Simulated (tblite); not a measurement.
# C7H14O3 (butyl lactate): the cost of one run

Computed with tblite 0.8.0 and PySCF 2.14.0, with density-fitted response routines of our own, on a single molecule in the gas phase. Atoms are numbered from 0 throughout.

### Step 1. The molecule as given

24 atoms, charge 0, multiplicity 1; geometry from: force field or distance geometry start.

Bonds of the start (Å): C0–C1 1.49, C1–C2 1.52, C2–C3 1.50, C3–O4 1.39, O4–C5 1.37, C5–O6 1.27, C5–C7 1.50, C7–C8 1.53, C7–O9 1.40, C0–H10 1.09, C0–H11 1.11, C0–H12 1.12, C1–H13 1.13, C1–H14 1.11, C2–H15 1.10, C2–H16 1.11, C3–H17 1.12, C3–H18 1.12, C7–H19 1.11, C8–H20 1.11, C8–H21 1.12, C8–H22 1.11, O9–H23 1.00.

### Step 2. Optimising the geometry with GFN2-xTB

Job settings and geometry (Å):

```
{"job": {"kind": "relax", "xc": "GFN2-xTB", "basis": "xTB"}, "charge": 0, "multiplicity": 1}
C     -4.006400     0.330200     0.002700
C     -2.893200    -0.655100     0.145500
C     -1.554100    -0.017600    -0.201900
C     -0.495500    -1.061400    -0.036300
O      0.798900    -0.634800    -0.314600
C      1.455700     0.399100     0.304400
O      0.858400     1.026100     1.234800
C      2.850200     0.834100    -0.037600
C      3.836400    -0.331600     0.091200
O      3.231900     1.901900     0.778900
H     -3.683400     1.238100    -0.509900
H     -4.495900     0.607600     0.957100
H     -4.812500    -0.122400    -0.626500
H     -3.072100    -1.453700    -0.627200
H     -2.869600    -1.174800     1.121600
H     -1.621600     0.309100    -1.253400
H     -1.358300     0.845100     0.476700
H     -0.614600    -1.503500     0.987500
H     -0.765300    -1.885100    -0.740100
H      2.843800     1.095500    -1.114800
H      3.778300    -0.932000    -0.836200
H      3.532100    -1.004300     0.927600
H      4.882600     0.026400     0.233400
H      4.162500     2.182800     0.545100
```

The run is started by

```console
OMP_NUM_THREADS=1 python probes_run.py task.json out
```

One launch serves the whole session: the jobs run in the order shown.

Q: Estimate the wall time of this first job on 1 thread of Arm Neoverse V1, shared host.

About 2.4 s.
